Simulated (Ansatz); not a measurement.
C, space group P6_3mc, a convergence test of the k-point mesh

Program: Ansatz 0.2.0, Python API.

The script, `c.py`:
```python
'''k-point test for C.'''

import warnings

import ansatz as az
from tabulate import tabulate

warnings.simplefilter('ignore', az.DeckWarning)

lattice = az.Lattice.of(
    (2.47, 0.0, 0.0),
    (-1.235, 2.139083, 0.0),
    (0.0, 0.0, 6.79),
)
sites = [
    ('C', (0.0, 0.0, 0.0)),
    ('C', (0.0, 0.0, 0.5)),
    ('C', (1 / 3, 2 / 3, 0.005)),
    ('C', (2 / 3, 1 / 3, 0.505)),
]
structure = az.Crystal(lattice=lattice)
for symbol, position in sites:
    structure = structure.atom(symbol, position)

model = (
    structure.calculation()
    .functional('pbe')
    .occupations(az.OccupationsMethod.COLD, width=0.05)
    .forces()
    .stress()
)

rows = []
for value in [(3, 3, 1), (5, 5, 2), (6, 6, 2), (8, 8, 3), (10, 10, 4), (13, 13, 4)]:
    data = model.kpoints(mesh=value).run(threads=1, backend='cpu').report
    rows.append((value, data['free_energy_ev'] / len(data['lattice']['sites']), data['n_iterations'], sum(data['stress_gpa'][i][i] for i in range(3)) / 3, max(abs(f) for row in data['forces_ev_ang'] for f in row), data['n_kpoints']))

print(tabulate(rows, headers=['mesh', 'F/atom (eV)', 'iterations', 'P (GPa)', 'max component (eV/A)', 'k-points'], floatfmt='.4f', tablefmt='github'))

# the last row is the reference
for row in rows[:-1]:
    shift = 1000 * (row[1] - rows[-1][1])
    print(f'{row[0]}: {shift:+.2f} meV/atom' + ('  (within 1 meV)' if abs(shift) < 1 else ''))
```

```console
$ python c.py
| mesh        |   F/atom (eV) |   iterations |   P (GPa) |   max component (eV/A) |   k-points |
|-------------|---------------|--------------|-----------|------------------------|------------|
| (3, 3, 1)   |     -250.6759 |            6 |    1.7917 |                 0.5662 |          3 |
| (5, 5, 2)   |     -250.9164 |            5 |   -0.3356 |                 0.5711 |         10 |
| (6, 6, 2)   |     -250.9041 |            5 |   -0.1725 |                 0.5650 |         14 |
| (8, 8, 3)   |     -250.9264 |            5 |   -0.4271 |                 0.5696 |         20 |
| (10, 10, 4) |     -250.9274 |            5 |   -0.4237 |                 0.5700 |         42 |
| (13, 13, 4) |     -250.9264 |            5 |   -0.4092 |                 0.5698 |         63 |
(3, 3, 1): +250.48 meV/atom
(5, 5, 2): +9.97 meV/atom
(6, 6, 2): +22.28 meV/atom
(8, 8, 3): -0.04 meV/atom  (within 1 meV)
(10, 10, 4): -1.02 meV/atom
```

What to keep in mind:
- Of the deposited cell: the entry's cell lengths or inner coordinates differ somewhat from later room-temperature determinations.
- Pressure is positive in compression.
- A row within the bound is followed by one outside it, so the series isn't shown to be converged.
- Shifts are counted from the finest mesh, which is itself no proven limit.
- Wall time of the script: 6.8 s on 1 thread of Arm Neoverse V1, with other jobs on the host, peak memory 0.37 GiB.
